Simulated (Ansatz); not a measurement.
# TiCl4 (titanium tetrachloride), step by step

Wanted: a structure relaxation (singlet TiCl4, B3LYP/def2-SVP), then a structure relaxation (doublet [TiCl4]+, UB3LYP/def2-SVP), then a structure relaxation (doublet [TiCl4]−, UB3LYP/def2-SVP), then a geometry optimisation (doublet TiCl3, UB3LYP/def2-SVP) of Cl4Ti and its partners. 

Program for the calculation: Ansatz 0.2.0.

## Step 1: The molecule

TiCl4: 5 atoms, total charge 0, spin state singlet. SMILES: `[Cl][Ti]([Cl])([Cl])[Cl]`. The coordinates come from a PBE0-D4/def2-TZVP relaxation. The run starts from this shape.

Bond lengths: Cl1–Ti2 2.162 Å, Ti2–Cl3 2.162 Å, Ti2–Cl4 2.162 Å, Ti2–Cl5 2.162 Å. Angles: Cl1–Ti2–Cl3 109.5°, Cl1–Ti2–Cl4 109.5°, Cl1–Ti2–Cl5 109.5°, Cl3–Ti2–Cl4 109.5°, Cl3–Ti2–Cl5 109.5°, Cl4–Ti2–Cl5 109.5°.

## Step 2: A geometry optimisation at B3LYP/def2-SVP (run 1)

The input, job.yaml:

```yaml
basis:
  gaussian: {orbitals: def2-SVP}
crystal:
  periodic: [false, false, false]
  atoms:
    - symbol: Cl
      position_ang: [-1.024380, -0.069130, 1.902540]
    - symbol: Ti
      position_ang: [-0.000000, 0.000000, 0.000000]
    - symbol: Cl
      position_ang: [1.750310, -1.266570, 0.077530]
    - symbol: Cl
      position_ang: [-1.326110, -0.697940, -1.558240]
    - symbol: Cl
      position_ang: [0.600180, 2.033630, -0.421830]
hamiltonian: {xc: {name: B3LYP}}
relax: {}
```

Started as:

```console
$ ansatz run job.yaml --threads 1 --pin off --max-ram 3480MiB --events-out events.jsonl --progress --plain --runs-dir runs
```

What it wrote (excerpt; [...] marks lines left out):

```text
Warning: RAYON_NUM_THREADS=1 ignored (pool sized by the plan → 1); use --threads N
[...]
Functional definition: B3LYP
  name "B3LYP"
[...]
1084 factors; integrals over basis functions are off by at most 1.1e-4 eV
[...]
mean field -73196.48735159 eV, -2689.9212958099 hartree, gradient 4.6e-5 eV, S^2 0.000000; 0 other end points of the search recorded, 0 dependent functions left out
[...]
reference -73196.48770594 eV, -2689.9213088320 hartree; 45, 45 occupied and 58, 58 virtual orbitals, 1084 factors
relax step   1: F+E_penalty+E_count = -73196.48735159 eV  Δ(F+E_penalty+E_count) = +0.000e0 eV  max|allowed force component| = 1.805e-1 eV/Å  Δτ_max = 0.0000 Å  (27 SCF iters, accepted)
[...]
relax step   2: F+E_penalty+E_count = -73196.49115966 eV  Δ(F+E_penalty+E_count) = -3.808e-3 eV  max|allowed force component| = 2.609e-3 eV/Å  Δτ_max = 0.0101 Å  (32 SCF iters, accepted)
1084 factors; integrals over basis functions are off by at most 1.1e-4 eV
[...]
mean field -73196.49115966 eV, -2689.9214357540 hartree, gradient 1.5e-5 eV, S^2 0.000000; 1 other end points of the search recorded, 0 dependent functions left out
[...]
reference -73196.49151434 eV, -2689.9214487880 hartree; 45, 45 occupied and 58, 58 virtual orbitals, 1084 factors
Total energy: -73196.49151434 eV, -2689.9214487880 hartree
Atom 0 at    -1.029187    -0.069453     1.911466 Å, force     0.001310     0.000089    -0.002435 eV/Å
Atom 1 at     0.000000    -0.000001     0.000001 Å, force    -0.000002     0.000003    -0.000005 eV/Å
Atom 2 at     1.758523    -1.272513     0.077893 Å, force    -0.002240     0.001621    -0.000100 eV/Å
Atom 3 at    -1.332331    -0.701213    -1.565550 Å, force     0.001702     0.000896     0.001999 eV/Å
Atom 4 at     0.602995     2.043169    -0.423810 Å, force    -0.000771    -0.002609     0.000541 eV/Å
Dipole moment:    -0.000000     0.000000    -0.000000 e Å
```

Wall time 17 s (1 thread of AMD EPYC 7R43 (Zen 3), shared host); peak memory 0.29 GiB.

After the run. Bond lengths: Cl1–Ti2 2.172 Å, Ti2–Cl3 2.172 Å, Ti2–Cl4 2.172 Å, Ti2–Cl5 2.172 Å. Angles: Cl1–Ti2–Cl3 109.5°, Cl1–Ti2–Cl4 109.5°, Cl1–Ti2–Cl5 109.5°, Cl3–Ti2–Cl4 109.5°, Cl3–Ti2–Cl5 109.5°, Cl4–Ti2–Cl5 109.5°.

## Step 3: The doublet cation: a structure relaxation at UB3LYP/def2-SVP (run 2)

The input, input.yaml:

```yaml
crystal:
  periodic: [false, false, false]
  atoms:
    - {symbol: Cl, position_ang: [-1.024380, -0.069130, 1.902540]}
    - {symbol: Ti, position_ang: [-0.000000, 0.000000, 0.000000]}
    - {symbol: Cl, position_ang: [1.750310, -1.266570, 0.077530]}
    - {symbol: Cl, position_ang: [-1.326110, -0.697940, -1.558240]}
    - {symbol: Cl, position_ang: [0.600180, 2.033630, -0.421830]}
basis:
  gaussian:
    orbitals: def2-SVP
total_charge: 1
magnetization:
  spin_polarized: true
  initial_magnetization: 1
hamiltonian:
  xc: {name: B3LYP}
relax: {}
```

Started as:

```console
$ ansatz run input.yaml --threads 1 --pin off --max-ram 3480MiB --events-out events.jsonl --progress --plain --runs-dir runs
```

What it wrote (excerpt; [...] marks lines left out):

```text
Warning: RAYON_NUM_THREADS=1 ignored (pool sized by the plan → 1); use --threads N
[...]
[... 2 set-up lines as earlier in the session ...]
[...]
1084 factors; integrals over basis functions are off by at most 1.1e-4 eV
[...]
mean field -73185.18609398 eV, -2689.5059822531 hartree, gradient 2.4e-6 eV, S^2 0.767863; 12 other end points of the search recorded, 0 dependent functions left out
[...]
reference -73185.18644984 eV, -2689.5059953307 hartree; 45, 44 occupied and 58, 59 virtual orbitals, 1084 factors
WARN: the results are in doubt because the forces break the atoms' symmetry
relax step   1: F+E_penalty+E_count = -73185.18609398 eV  Δ(F+E_penalty+E_count) = +0.000e0 eV  max|allowed force component| = 2.762e-1 eV/Å  Δτ_max = 0.0000 Å  (473 SCF iters, accepted)
[...]
relax step   2: F+E_penalty+E_count = -73185.20636055 eV  Δ(F+E_penalty+E_count) = -2.027e-2 eV  max|allowed force component| = 2.378e-2 eV/Å  Δτ_max = 0.0583 Å  (66 SCF iters, accepted)
[...]
relax step   3: F+E_penalty+E_count = -73185.20716680 eV  Δ(F+E_penalty+E_count) = -8.062e-4 eV  max|allowed force component| = 2.382e-3 eV/Å  Δτ_max = 0.0175 Å  (65 SCF iters, accepted)
1084 factors; integrals over basis functions are off by at most 1.1e-4 eV
[...]
mean field -73185.20716680 eV, -2689.5067566647 hartree, gradient 3.8e-6 eV, S^2 0.768494; 9 other end points of the search recorded, 0 dependent functions left out
[...]
reference -73185.20752336 eV, -2689.5067697683 hartree; 45, 44 occupied and 58, 59 virtual orbitals, 1084 factors
Total energy: -73185.20752336 eV, -2689.5067697683 hartree
Atom 0 at    -0.969824    -0.043311     1.947505 Å, force     0.001837     0.000402    -0.001584 eV/Å
Atom 1 at     0.000001    -0.000001     0.000002 Å, force     0.000001    -0.000003     0.000004 eV/Å
Atom 2 at     1.717690    -1.332750     0.092397 Å, force    -0.002382     0.000601     0.000097 eV/Å
Atom 3 at    -1.280668    -0.691122    -1.617852 Å, force     0.002064     0.000873     0.001011 eV/Å
Atom 4 at     0.532802     2.067174    -0.422052 Å, force    -0.001520    -0.001873     0.000472 eV/Å
Dipole moment:    -0.000001     0.000002    -0.000002 e Å
```

Wall time 2.6 min (1 thread of AMD EPYC 7R43 (Zen 3), shared host); peak memory 0.46 GiB.

Steps, from the record of the run:

```csv
step,energy from the first frame kept (eV),largest force (eV/Å)
1,0.0000,0.2810
2,-0.0203,0.0246
3,-0.0211,0.0025
```

After the run. Bond lengths: Cl1–Ti2 2.176 Å, Ti2–Cl3 2.176 Å, Ti2–Cl4 2.176 Å, Ti2–Cl5 2.176 Å. Angles: Cl1–Ti2–Cl3 107.6°, Cl1–Ti2–Cl4 113.4°, Cl1–Ti2–Cl5 107.6°, Cl3–Ti2–Cl4 107.6°, Cl3–Ti2–Cl5 113.4°, Cl4–Ti2–Cl5 107.6°.

## Step 4: The doublet anion: a geometry optimisation at UB3LYP/def2-SVP (run 3)

Edit input.yaml of step 3 so:

```diff
@@ -11,3 +11,5 @@
     orbitals: def2-SVP
-total_charge: 1
+relax: {}
+hamiltonian:
+  xc: {name: B3LYP}
 magnetization:
@@ -15,4 +17,2 @@
   initial_magnetization: 1
-hamiltonian:
-  xc: {name: B3LYP}
-relax: {}
+total_charge: -1
```

Started as:

```console
$ ansatz run input.yaml --threads 1 --pin off --max-ram 3480MiB --events-out events.jsonl --progress --plain --runs-dir runs
```

What it wrote:

```text
Warning: RAYON_NUM_THREADS=1 ignored (pool sized by the plan → 1); use --threads N
The last accepted step is kept in runs//last_step.txt (removed where the run ends without a failure and the disk answers)
[... 18 lines left out ...]
WARN: the results are in doubt because the forces break the atoms' symmetry
[... 25 lines left out ...]
Total energy: -73198.99769588 eV, -2690.0135492609 hartree
[... 5 lines left out ...]
Dipole moment:     0.000000    -0.000000     0.000000 e Å
```

It took 2.1 min on 1 thread of AMD EPYC 7R43 (Zen 3), shared host; peak memory 0.51 GiB.

The path in brief:

```csv
step,energy from the first frame kept (eV),largest force (eV/Å)
1,0.0000,2.2213
2,-0.5426,0.1792
3,-0.5484,0.0174
4,-0.5484,0.0005
```

After the run. Bond lengths: Cl1–Ti2 2.294 Å, Ti2–Cl3 2.294 Å, Ti2–Cl4 2.294 Å, Ti2–Cl5 2.294 Å. Angles: Cl1–Ti2–Cl3 111.5°, Cl1–Ti2–Cl4 105.4°, Cl1–Ti2–Cl5 111.5°, Cl3–Ti2–Cl4 111.5°, Cl3–Ti2–Cl5 105.4°, Cl4–Ti2–Cl5 111.5°.

## Step 5: TiCl3: a geometry optimisation at UB3LYP/def2-SVP (run 4)

The input, input.yaml:

```yaml
crystal:
  periodic: [false, false, false]
  atoms:
    - {symbol: Cl, position_ang: [-1.024380, -0.069130, 1.902540]}
    - {symbol: Ti, position_ang: [-0.000000, 0.000000, 0.000000]}
    - {symbol: Cl, position_ang: [1.750310, -1.266570, 0.077530]}
    - {symbol: Cl, position_ang: [0.600180, 2.033630, -0.421830]}
basis:
  gaussian: {orbitals: def2-SVP}
magnetization: {spin_polarized: true, initial_magnetization: 1}
hamiltonian: {xc: {name: B3LYP}}
relax: {}
```

Started as:

```console
$ ansatz run input.yaml --threads 1 --pin off --max-ram 3480MiB --events-out events.jsonl --progress --plain --runs-dir runs
```

What it wrote (excerpt; [...] marks lines left out):

```text
Warning: RAYON_NUM_THREADS=1 ignored (pool sized by the plan → 1); use --threads N
[... 1 set-up line as earlier in the session ...]
[... 48 lines left out ...]
Total energy: -60675.38577923 eV, -2229.7793001330 hartree
[... 4 lines left out ...]
Dipole moment:    -0.000793    -0.000423    -0.000937 e Å
```

It took 60 s on 1 thread of AMD EPYC 7R43 (Zen 3), shared host; peak memory 0.31 GiB.

Steps, from the record of the run:

```csv
step,energy from the first frame kept (eV),largest force (eV/Å)
1,0.0000,0.7090
2,-0.2141,0.6834
3,-0.3222,0.2648
4,-0.3505,0.0173
5,-0.3506,0.0014
```

After the run. Bond lengths: Cl1–Ti2 2.197 Å, Ti2–Cl3 2.197 Å, Ti2–Cl4 2.197 Å. Angles: Cl1–Ti2–Cl3 120.0°, Cl1–Ti2–Cl4 120.0°, Cl3–Ti2–Cl4 120.0°.

## Step 6: Results

```
                                                               quantity           value
                         run 1, B3LYP/def2-SVP: total energy at the end  -2689.92145 Eh
                                   run 1, B3LYP/def2-SVP: dipole moment          0.00 D
                                doublet cation: total energy at the end  -2689.50677 Eh
                                                   doublet cation: ⟨S²⟩           0.768
                                 doublet anion: total energy at the end  -2690.01355 Eh
                                                    doublet anion: ⟨S²⟩           0.753
                                         TiCl3: total energy at the end  -2229.77930 Eh
                                                   TiCl3: dipole moment          0.01 D
                                                            TiCl3: ⟨S²⟩           0.755
 adiabatic electron affinity (to the doublet anion, no zero-point term)        2.506 eV
adiabatic ionisation energy (to the doublet cation, no zero-point term)       11.284 eV
```

What this shows: The adiabatic electron affinity (to the doublet anion, no zero-point term) is 2.51 eV (58 kcal/mol). The adiabatic ionisation energy (to the doublet cation, no zero-point term) is 11.28 eV (260 kcal/mol). The optimisation (run 1, B3LYP/def2-SVP) took 1 steps and changed the energy by -0.004 eV. Mulliken charges (run 1, B3LYP/def2-SVP) run from -0.14 on Cl4 to +0.56 on Ti2; they depend strongly on the basis. The optimisation (doublet cation) took 2 steps and changed the energy by -0.021 eV. The optimisation (doublet anion) took 3 steps and changed the energy by -0.548 eV.
